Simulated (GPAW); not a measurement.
Runs of GPAW 26.7.0 on RuS. Symmetry: Fm-3m, No. 225, cubic system. The conventional cell has a = 5.094 Å, b = 5.094 Å, c = 5.094 Å, α = 90.00°, β = 90.00°, γ = 90.00°. Around Ru (site symmetry m-3m) lie 6 S at 2.55 Å. Around S (site symmetry m-3m) lie 6 Ru at 2.55 Å. The cell comes from a database or a generator and needn't be the stable form of this composition.

| level | potentials or basis | spin | U | fixed moment (μB) | gap on the mesh (eV) | pressure (GPa) | moment (μB) |
| --- | --- | --- | --- | --- | --- | --- | --- |
| r2SCAN+U | GPAW PAW data sets (gpaw-data 1.2.1), pw | collinear, ferromagnetic start | Ru d U = 7 eV | - | 2.55 | (b) | 0.00 |
| LDA+U | the program's PAW data sets (release 1.2.1) made for this functional, pw | collinear, random start | Ru d U = 2 eV | - | none | -20.8 | 0.16 |
| LDA+U | the program's PAW data sets (release 1.2.1) made for this functional, pw | collinear, ferromagnetic start | Ru d U = 4 eV | 4.0 | - | 8.0 | 4.00 |
| LDA+U | the program's PAW data sets (release 1.2.1) made for this functional, pw | collinear, ferromagnetic start | Ru d U = 4 eV | - | (a) | -12.4 | 0.00 |

Alike in all rows: task single point; cell as given; k mesh 6 × 6 × 6; cutoff (eV) 600; smearing gaussian 0.05 eV.

Q: Fill in the values left out.

A: (a) 0.27; (b) 8.7.

Caveats: the PAW data sets were made with another functional, which shifts forces and pressure a little (some runs); the total moment is fixed, so each spin has its own Fermi level (some runs).

A k mesh can miss the band edges, and the runs leave out spin-orbit coupling on Ru.

A gap of «none» marks a metal or a gap under the smearing width.
